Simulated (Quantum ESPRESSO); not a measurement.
Si2C:

```
CELL_PARAMETERS angstrom
2.72014 0.00000 0.00000
0.00000 2.72014 0.00000
0.00000 0.00000 4.81268
ATOMIC_POSITIONS crystal
Si 0.50000 0.50000 0.24195
Si 0.50000 0.50000 0.75805
C 0.00000 0.00000 0.00000
```

The cell was built by a generator and needn't be a form met in nature.

| Quantity | Value |
| --- | --- |
| Program | Quantum ESPRESSO 7.5 |
| Task | phonons |
| Functional | BLYP |
| Potentials or basis | PseudoDojo 0.4.1 SR PBE standard |
| Cutoff | 1116 eV |
| Density cutoff | 4463 eV |
| k mesh | 8 × 8 × 5 |
| Occupations | cold, width 0.2 eV |
| Spin | no spin polarisation |
| Mixing beta | 0.5 |
| Most SCF iterations | 120 |
| SCF threshold | 6e-10 Ry |

The cell and the atoms were relaxed first, to 15.47 Å³/atom (a = 2.786 Å, b = 2.786 Å, c = 5.980 Å, α = 90.00°, β = 90.00°, γ = 90.00°), and the response was taken there.

Q: What is the highest optical frequency at the zone centre?

A: 496 cm⁻¹, a mode of symmetry A1g (Raman).

Optical modes at Γ, degenerate ones joined:
| cm⁻¹ | components | symmetry | active in |
| --- | --- | --- | --- |
| 362i | 2 | Eu | IR |
| 136i | 2 | Eg | Raman |
| 38 | 1 | A2u | IR |
| 496 | 1 | A1g | Raman |

Caveat: the mesh is thin for the phonons of a metal; the potentials were made for another functional, which shifts forces and pressure; some modes are imaginary; the volume moved by over 15 % at a fixed basis, so the end points are rough; the layers were relaxed without a dispersion term, so their spacing and the soft interlayer modes are unreliable; this functional lacks dispersion, which binds the layers, so the pressure and a relaxed spacing across them are unreliable, and here the layers came unbound.
